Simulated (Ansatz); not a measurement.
## GdO in Ansatz: the effect of Hubbard term

Crystal: GdO.

```
Gd O
1.0
     3.11330    0.00000    0.00000
    -1.55665    2.69620    0.00000
     0.00000    0.00000    3.03843
Gd O
1 1
Cartesian
  0.0000 0.0000 0.0000
  1.5566 0.8987 1.5192
```

The cell comes from a database or a generator and needn't be the stable form of this composition.

Alike in all runs:

```yaml
Program: Ansatz 0.2.0
Task: band structure
Functional: LDA
Potentials_or_basis: Ansatz PAW
Cutoff: "420 eV (not typed: the program's choice for these potentials)"
k_mesh: 10 × 10 × 9
Occupations: fermi-dirac, width 0.05 eV
Spin: collinear spin, ferromagnetic start
Starting_moments: "[7.0, 0.0] μB"
Path: "[[\"G\", \"M\", \"K\", \"G\", \"A\", \"L\", \"H\", \"A\"], [\"L\", \"M\"], [\"K\", \"H\"]]"
Points_for_each_segment_of_the_path: 14
Hubbard_projectors: ortho-atomic (the default)
Double_counting: fll (the default)
```

```tsv
Hubbard term	pressure (GPa)	moment (μB)
none	16.7	6.96
Gd f U = 1 eV	17.7	7.13
Gd f U = 2 eV	18.6	7.30
Gd f U = 3 eV	19.4	7.38
Gd f U = 4 eV	20.1	7.43
Gd f U = 5 eV	20.6	7.46
Gd f U = 6 eV	21.1	7.48
Gd f U = 8 eV	?	?
```

Problem. What does the run with Hubbard term Gd f U = 8 eV give?

Solution. Pressure 21.9 GPa; moment 7.50 μB.

Worked out: A parabola through the other rows of the pressure, of slope 0.173 GPa per eV there, extrapolates to 21.7 GPa, against the run's 21.9. A parabola through the other rows of the moment, of slope -0.0958 μB per eV there, extrapolates to 7.35 μB, against the run's 7.50.

Caveats: a cell with one magnetic atom can't hold antiferromagnetic order, which such compounds often take; the PAW data sets come from PBE, with cores solved anew for the run's functional, which leaves a small shift of forces and pressure; the magnetic or orbital state may not be the lowest (some runs).
